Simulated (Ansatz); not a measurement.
# AlClFH₃O₄Si: up Jacob's ladder to CCSD(T)

An exercise on one series of results from a longer session: the logs are not shown, and one member is left open.

The runs use Ansatz 0.2.0, Gaussian basis; functionals in def2-TZVPP, the program's frozen cores in correlated methods.

Levels to be run: LDA (SPW92), PBE-D4, revPBE-D4, BLYP-D4, r2SCAN-D4, B97M-V, PBE0-D4, B3LYP-D4, r2SCANh-D4, r2SCAN0-D4, HSE06-D4, BHLYP-D4, CAM-B3LYP-D4, LC-ωPBE, ωB97X-V, ωB97M-V, B2PLYP, PBE-QIDH; CCSD(T)/def2-SVP; CCSD(T)/def2-TZVPP; MP2/def2-QZVPP; extrapolation to the limit; RPA on PBE.

## The geometry

All runs share one geometry, relaxed beforehand with PBE0-D4 in a triple-zeta def2 set.

11 atoms, charge 0, spin multiplicity 1.

Atoms are counted from 1 here; the program's logs count them from 0.

Bond lengths: O1–Si2 1.628 Å, O1–H9 0.958 Å, Si2–O3 1.633 Å, Si2–O4 1.630 Å, Si2–O5 1.617 Å, O3–H10 0.958 Å, O4–H11 0.958 Å, O5–Al6 1.666 Å, Al6–F7 1.636 Å, Al6–Cl8 2.068 Å. Angles: Si2–O1–H9 116.6°, O1–Si2–O3 105.8°, O1–Si2–O4 108.5°, O1–Si2–O5 114.0°, O3–Si2–O4 114.5°, O3–Si2–O5 109.7°, O4–Si2–O5 104.6°, Si2–O3–H10 117.6°, Si2–O4–H11 117.1°, Si2–O5–Al6 151.7°, O5–Al6–F7 118.6°, O5–Al6–Cl8 122.8°, F7–Al6–Cl8 118.5°.

Set-up of the first run:

Contents of in.yaml:

```yaml
crystal:
  periodic: [false, false, false]
  atoms:
    - {symbol: O, position_ang: [-0.806670, 1.350403, -1.281311]}
    - {symbol: Si, position_ang: [0.323752, 0.368577, -0.642195]}
    - {symbol: O, position_ang: [1.718439, 1.217741, -0.671194]}
    - {symbol: O, position_ang: [0.355653, -1.014755, -1.503997]}
    - {symbol: O, position_ang: [0.004731, -0.101791, 0.872070]}
    - {symbol: Al, position_ang: [-0.822212, -1.038355, 1.974586]}
    - {symbol: F, position_ang: [-0.048705, -1.515716, 3.334390]}
    - {symbol: Cl, position_ang: [-2.805107, -1.572483, 1.728600]}
    - {symbol: H, position_ang: [-0.658174, 2.292319, -1.188274]}
    - {symbol: H, position_ang: [2.447776, 0.890750, -0.143355]}
    - {symbol: H, position_ang: [0.355916, -0.933788, -2.458523]}
basis:
  gaussian: {orbitals: def2-TZVPP}
hamiltonian: {xc: lda}
output: {orbitals: {seedname: orbitals}}
```

Started as:

```
$ ansatz run in.yaml --threads 2 --pin off --events-out ev --progress --plain --max-ram 32768MiB --backend cpu
```

Steps of the session up to this table: LDA; PBE-D4 (GGA); revPBE-D4 (GGA); BLYP-D4 (GGA); r2SCAN-D4 (meta-GGA); B97M-V (meta-GGA); PBE0-D4 (hybrid); B3LYP-D4 (hybrid); r2SCANh-D4 (hybrid); r2SCAN0-D4 (hybrid); HSE06-D4 (hybrid); BHLYP-D4 (hybrid); CAM-B3LYP-D4 (range-separated); LC-ωPBE (range-separated); ωB97X-V (range-separated); ωB97M-V (range-separated); B2PLYP (double hybrid); PBE-QIDH (double hybrid).

One of the session's tables, all rows but one given; the rest of the session is left out.

It belongs to the step «Frontier levels by functional». 

| functional | HOMO (eV) | gap (eV) |
| --- | --- | --- |
| LDA (SPW92) | -7.63 | 5.51 |
| PBE-D4 | -7.40 | 5.60 |
| revPBE-D4 | ? | ? |
| BLYP-D4 | -7.30 | 5.53 |
| r2SCAN-D4 | -7.81 | 6.48 |
| B97M-V | -7.89 | 6.26 |
| PBE0-D4 | -9.15 | 8.22 |
| B3LYP-D4 | -8.87 | 7.61 |
| r2SCANh-D4 | -8.47 | 7.41 |
| r2SCAN0-D4 | -9.45 | 8.79 |
| HSE06-D4 | -8.74 | 7.43 |
| BHLYP-D4 | -10.73 | 10.53 |
| CAM-B3LYP-D4 | -10.65 | 10.57 |
| LC-ωPBE | -12.04 | 13.31 |
| ωB97X-V | -11.67 | 12.70 |
| ωB97M-V | -11.59 | 12.27 |

Estimate the missing values for revPBE-D4.

**Answer.** HOMO (eV): -7.32; gap (eV): 5.68. In the column «HOMO (eV)» it lies between PBE-D4 (-7.40) and BLYP-D4 (-7.30).
